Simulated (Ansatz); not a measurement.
# ClW: the cost of one run

Method: def2-QZVPP, core rule «outside noble gas», up to 9 orbitals frozen; program: Ansatz 0.2.0, Gaussian basis.

To be run: UHF; ROHF; CCSD(T) on UHF.

**1. What is computed**

The geometry is a PBE0/def2-TZVP stationary point (not a proven minimum) of the parent state, kept for this charge and spin. No spin-orbit coupling is included. Elements past krypton take def2 core potentials.

2 atoms, charge 1, spin multiplicity 7.

Atoms are counted from 1 here; the program's logs count them from 0.

Bond lengths: W1–Cl2 2.156 Å.

**2. UHF**

Input file in.yaml:

```yaml
crystal:
  periodic: [false, false, false]
  atoms:
    - {symbol: W, position_ang: [0.000000, 0.000000, 0.000000]}
    - {symbol: Cl, position_ang: [0.000000, 0.000000, 2.156200]}
basis:
  gaussian: {orbitals: "def2-QZVPP.json"}
total_charge: 1
magnetization: {spin_polarized: true, initial_magnetization: 6}
hamiltonian: {xc: hf}
output: {orbitals: {seedname: orbitals}}
```

Started as:

```bash
ansatz run in.yaml --threads 1 --pin off --events-out ev --progress --plain --max-ram 4096MiB --backend cpu
```

Q: Estimate wall time and peak memory on 1 thread of AMD EPYC 7R13, shared host.

About 7 s, with a peak of 0.4 GiB.
